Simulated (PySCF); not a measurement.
# C₂H₄ClGa: NMR shifts at several levels of theory, part 1 of 2

Aim: compute the NMR shifts of C₂H₄ClGa (`C=[CH][GaH][Cl]`) at several levels, and see how far they spread and what each costs.

Programs: PySCF 2.14.0, with density-fitted response routines of our own. Each step states its level of theory. These are calculated values for one molecule in the gas phase, unless marked as measured. Atoms are numbered from 0 throughout.

## Step 1: Starting geometry

8 atoms, charge 0, multiplicity 1; geometry from: GFN2-xTB. The atoms were then displaced at random by about 0.01 Å, so the start is not that level's minimum.

Bonds of the start (Å): C0–C1 1.30, C1–Ga2 2.00, Ga2–Cl3 2.12, C0–H4 1.10, C0–H5 1.10, C1–H6 1.08, Ga2–H7 1.60.

## Step 2: Optimising the geometry at PBE0-D3(BJ)/def2-SVP

Job settings and geometry (Å):

```
{"job": {"xc": "PBE0", "basis": "def2-SVP", "d3": "d3bj", "grid": 1, "shake": 0.01, "kind": "geom"}, "charge": 0, "multiplicity": 1}
C     -1.387660     0.207570     0.300660
C     -0.483160    -0.479340    -0.333130
Ga     1.430640     0.055700    -0.091080
Cl     3.123180    -0.884130    -0.957210
H     -2.469170     0.014090     0.211610
H     -1.138370     1.078820     0.921960
H     -0.748280    -1.320830    -0.960520
H      1.727950     1.308980     0.855240
```

Launch:

```console
OMP_NUM_THREADS=1 python probes_run.py task.json out
```

One launch serves the whole session: the jobs run in the order shown.

Standard output:

```text
step   0  E = -2462.74523978  max force = 0.055058
step   1  E = -2462.74993783  max force = 0.007056
step   2  E = -2462.75000260  max force = 0.004474
step   3  E = -2462.75028024  max force = 0.000918
step   4  E = -2462.75029196  max force = 0.000557
step   5  E = -2462.75030157  max force = 0.000962
step   6  E = -2462.75031877  max force = 0.000585
step   7  E = -2462.75032679  max force = 0.000439
optimisation converged
```

It took 25 s on 1 thread of Arm Neoverse V2, shared host; peak memory 0.41 GiB.

Along the way:

| step | energy from step 0 (eV) | largest force component (eV/Å) |
| --- | --- | --- |
| 0 | 0.0000 | 2.8312 |
| 1 | -0.1278 | 0.3628 |
| 2 | -0.1296 | 0.2301 |
| 3 | -0.1372 | 0.0472 |
| 4 | -0.1375 | 0.0286 |
| 5 | -0.1377 | 0.0495 |
| 6 | -0.1382 | 0.0301 |
| 7 | -0.1384 | 0.0226 |

Distances of close pairs at the start and the end, largest changes first:

| bond | before (Å) | after (Å) | change (Å) |
| --- | --- | --- | --- |
| C1–Ga2 | 2.002 | 1.938 | -0.064 |
| C0–C1 | 1.301 | 1.340 | +0.040 |
| Ga2–H7 | 1.598 | 1.560 | -0.039 |
| Ga2–Cl3 | 2.121 | 2.158 | +0.037 |
| C1–H6 | 1.083 | 1.097 | +0.014 |
| C0–H4 | 1.102 | 1.097 | -0.005 |
| C0–H5 | 1.099 | 1.097 | -0.002 |

The final coordinates are the input of the step that follows.

| at the end point | value |
| --- | --- |
| point group (found at 0.08 Å tolerance) | Cs |
| rotational constants (GHz, main isotopes) | 13.696, 1.812, 1.600 |
| dipole moment (D) | 2.65 |

## Step 3: NMR shieldings: PBE0/6-31G*

Job settings and geometry (Å):

```
{"job": {"kind": "nmr", "xc": "PBE0", "basis": "6-31G*", "pop": true}, "charge": 0, "multiplicity": 1}
C     -1.440394     0.139827     0.266452
C     -0.389233    -0.456699    -0.312784
Ga     1.403652     0.207119     0.003814
Cl     3.031132    -0.801016    -0.992976
H     -2.470903    -0.202677     0.109825
H     -1.326324     1.006253     0.929649
H     -0.561133    -1.319332    -0.967693
H      1.808731     1.408489     0.912238
```

Method: GIAO PBE0/6-31G* NMR shielding, non-relativistic, gas phase.

Standard output:

```text
coarse grid: 33984 points
cycle   1  E = -2462.8242347389  dE = -2.787e-01  |g| = 5.932e-01  |ddm| = 2.754e+00
cycle   2  E = -2462.7845851319  dE =  3.965e-02  |g| = 7.901e-01  |ddm| = 1.311e+00
cycle   3  E = -2462.8898102773  dE = -1.052e-01  |g| = 2.706e-02  |ddm| = 7.514e-01
cycle   4  E = -2462.8899239453  dE = -1.137e-04  |g| = 1.442e-02  |ddm| = 4.099e-02
cycle   5  E = -2462.8899690189  dE = -4.507e-05  |g| = 3.200e-03  |ddm| = 1.541e-02
cycle   6  E = -2462.8899719066  dE = -2.888e-06  |g| = 1.020e-03  |ddm| = 4.410e-03
final grid: 68944 points
cycle   7  E = -2462.8899659770  dE =  5.393e-07  |g| = 1.753e-03  |ddm| = 2.379e-03
cycle   8  E = -2462.8899641303  dE =  1.847e-06  |g| = 3.140e-03  |ddm| = 4.015e-03
cycle   9  E = -2462.8899668069  dE = -2.677e-06  |g| = 1.192e-04  |ddm| = 2.573e-03
cycle  10  E = -2462.8899668099  dE = -2.976e-09  |g| = 1.016e-05  |ddm| = 1.227e-04
cycle  11  E = -2462.8899668099  dE = -2.274e-11  |g| = 2.003e-06  |ddm| = 1.109e-05
converged SCF energy = -2462.8899668099

GIAO shielding tensors (ppm)
atom      isotropic    diamagn.    paramagn.     s11        s22        s33       span
  0 C       54.578     255.903    -201.325    -61.787     55.318    170.205    231.993
  1 C       56.303     246.846    -190.543    -44.298     39.936    173.270    217.568
  2 Ga    1498.077    2643.613   -1145.536   1440.704   1444.677   1608.850    168.146
  3 Cl     871.383    1147.579    -276.196    623.878    938.226   1052.046    428.168
  4 H       25.456      28.520      -3.064     22.924     24.773     28.671      5.747
  5 H       25.515      30.849      -5.334     21.885     24.431     30.229      8.344
  6 H       25.388      27.963      -2.575     23.064     24.373     28.727      5.664
  7 H       25.338      28.284      -2.946     19.510     19.551     36.954     17.443
```

It took 6 s on 1 thread of Arm Neoverse V2, shared host; peak memory 0.43 GiB.

Shifts follow as δ = σ(reference) − σ, with reference shieldings (ppm) from runs at the same level and on the same kind of geometry: 1H TMS 31.96, 13C TMS 194.1, 71Ga GaH4- 1880, 35Cl HCl 930. The references are single molecules in the gas phase. Shifts against hydride references such as AlH4− lie on their own scale.

| atoms | environment | σ (ppm) | δ (ppm) |
| --- | --- | --- | --- |
| C0 | terminal =CH2 carbon | 54.6 | 139.6 |
| C1 | alkene CH | 56.3 | 137.8 |
| H7 | hydrogen on a Ga bonded to C, Cl | 25.34 | 6.62 |
| H6 | hydrogen on an alkene CH | 25.39 | 6.57 |
| H4 | hydrogen on a terminal =CH2 carbon | 25.46 | 6.51 |
| H5 | hydrogen on a terminal =CH2 carbon | 25.52 | 6.45 |
| Ga2 | Ga bonded to C, Cl, H | 1498 | 382 |
| Cl3 | chlorine bonded to Ga | 871 | 58 |

The run also stored atomic charges by several schemes (e):

| atoms | Mulliken | IAO | Hirshfeld | ESP fit |
| --- | --- | --- | --- | --- |
| C0 | -0.35 | -0.23 | -0.06 | -0.32 |
| C1 | -0.16 | -0.43 | -0.16 | -0.21 |
| Ga2 | 0.06 | 0.66 | 0.40 | 0.52 |
| Cl3 | -0.19 | -0.33 | -0.24 | -0.31 |

Mayer bond orders: C0–C1 1.89, C1–Ga2 1.07, Ga2–Cl3 1.12.

## Step 4: Shielding tensors: PBE0/def2-SVP

The job, as its differences from that of step 3:

```diff
@@ -1,2 +1,2 @@
-{"job": {"kind": "nmr", "xc": "PBE0", "basis": "6-31G*", "pop": true}, "charge": 0, "multiplicity": 1}
+{"job": {"kind": "nmr", "xc": "PBE0", "basis": "def2-SVP", "pop": true}, "charge": 0, "multiplicity": 1}
 C     -1.440394     0.139827     0.266452
```

Method: GIAO PBE0/def2-SVP NMR shielding, non-relativistic, gas phase.

Standard output:

```text
coarse grid: 33984 points
cycle   1  E = -2462.6846795316  dE = -3.319e-01  |g| = 5.676e-01  |ddm| = 2.886e+00
cycle   2  E = -2462.6477581346  dE =  3.692e-02  |g| = 7.439e-01  |ddm| = 1.168e+00
cycle   3  E = -2462.7449844847  dE = -9.723e-02  |g| = 2.426e-02  |ddm| = 6.848e-01
cycle   4  E = -2462.7450770970  dE = -9.261e-05  |g| = 1.327e-02  |ddm| = 3.681e-02
cycle   5  E = -2462.7451163049  dE = -3.921e-05  |g| = 3.882e-03  |ddm| = 1.509e-02
cycle   6  E = -2462.7451204054  dE = -4.100e-06  |g| = 1.146e-03  |ddm| = 4.714e-03
final grid: 68944 points
cycle   7  E = -2462.7451097787  dE =  7.189e-07  |g| = 2.003e-03  |ddm| = 2.816e-03
cycle   8  E = -2462.7451072880  dE =  2.491e-06  |g| = 3.619e-03  |ddm| = 4.770e-03
cycle   9  E = -2462.7451108729  dE = -3.585e-06  |g| = 1.192e-04  |ddm| = 3.098e-03
cycle  10  E = -2462.7451108758  dE = -2.820e-09  |g| = 8.615e-06  |ddm| = 1.041e-04
cycle  11  E = -2462.7451108758  dE = -7.276e-12  |g| = 2.313e-06  |ddm| = 1.263e-05
converged SCF energy = -2462.7451108758

GIAO shielding tensors (ppm)
atom      isotropic    diamagn.    paramagn.     s11        s22        s33       span
  0 C       50.292     252.531    -202.239    -70.057     48.435    172.499    242.556
  1 C       51.252     251.203    -199.951    -55.734     31.452    178.037    233.771
  2 Ga    1432.084    2638.686   -1206.602   1382.201   1396.094   1517.957    135.756
  3 Cl     861.865    1146.970    -285.105    600.765    932.407   1052.423    451.658
  4 H       24.635      28.943      -4.308     21.772     24.147     27.987      6.215
  5 H       24.967      31.369      -6.402     20.873     23.970     30.058      9.185
  6 H       24.679      29.988      -5.309     21.523     23.990     28.525      7.002
  7 H       25.405      28.094      -2.689     19.570     20.046     36.599     17.029
```

Run time: 6.1 s. Hardware: 1 thread of Arm Neoverse V2, shared host; peak memory 0.61 GiB.

This run: δ C0 143.4, C1 142.5, Ga2 388, Cl3 106, H4 6.71, H6 6.66 ppm.

## Step 5: NMR shieldings: PBE0/def2-TZVP

The job, as its differences from that of step 4:

```diff
@@ -1,2 +1,2 @@
-{"job": {"kind": "nmr", "xc": "PBE0", "basis": "def2-SVP", "pop": true}, "charge": 0, "multiplicity": 1}
+{"job": {"kind": "nmr", "xc": "PBE0", "basis": "def2-TZVP", "pop": true}, "charge": 0, "multiplicity": 1}
 C     -1.440394     0.139827     0.266452
```

With the program's defaults for keys left out, this is: GIAO PBE0/def2-TZVP NMR shielding, non-relativistic, gas phase.

Standard output:

```text
coarse grid: 33984 points
cycle   1  E = -2463.1517402900  dE = -2.797e-01  |g| = 8.121e-01  |ddm| = 2.201e+00
cycle   2  E = -2463.0832633090  dE =  6.848e-02  |g| = 1.130e+00  |ddm| = 1.111e+00
cycle   3  E = -2463.2347614472  dE = -1.515e-01  |g| = 3.135e-02  |ddm| = 6.575e-01
cycle   4  E = -2463.2349018675  dE = -1.404e-04  |g| = 2.045e-02  |ddm| = 4.884e-02
cycle   5  E = -2463.2349976252  dE = -9.576e-05  |g| = 7.245e-03  |ddm| = 1.880e-02
cycle   6  E = -2463.2350100226  dE = -1.240e-05  |g| = 2.487e-03  |ddm| = 6.246e-03
cycle   7  E = -2463.2350114569  dE = -1.434e-06  |g| = 5.168e-04  |ddm| = 1.637e-03
final grid: 68944 points
cycle   8  E = -2463.2349458669  dE =  3.587e-08  |g| = 6.966e-04  |ddm| = 1.817e-03
cycle   9  E = -2463.2349457169  dE =  1.500e-07  |g| = 1.026e-03  |ddm| = 1.175e-03
cycle  10  E = -2463.2349459941  dE = -2.772e-07  |g| = 1.309e-04  |ddm| = 6.767e-04
cycle  11  E = -2463.2349459985  dE = -4.361e-09  |g| = 9.003e-06  |ddm| = 9.473e-05
cycle  12  E = -2463.2349459985  dE = -3.229e-11  |g| = 1.957e-06  |ddm| = 9.162e-06
converged SCF energy = -2463.2349459985

GIAO shielding tensors (ppm)
atom      isotropic    diamagn.    paramagn.     s11        s22        s33       span
  0 C       35.794     253.589    -217.795    -92.896     37.221    163.057    255.954
  1 C       35.105     250.283    -215.178    -79.517     17.220    167.613    247.130
  2 Ga    1323.431    2641.898   -1318.468   1236.862   1295.541   1437.890    201.028
  3 Cl     852.567    1147.742    -295.174    593.198    929.469   1035.036    441.838
  4 H       24.516      28.945      -4.430     21.533     24.053     27.961      6.428
  5 H       24.951      30.887      -5.937     20.795     24.105     29.953      9.158
  6 H       24.598      29.435      -4.837     21.142     24.059     28.593      7.451
  7 H       25.352      27.437      -2.085     19.572     20.248     36.236     16.665
```

Wall time 14 s (1 thread of Arm Neoverse V2, shared host); peak memory 0.87 GiB.

Key values: δ C1 151.5, C0 150.9, Ga2 422, Cl3 80, H4 6.97, H6 6.88 ppm.

(Continued in part 2 of 2.)
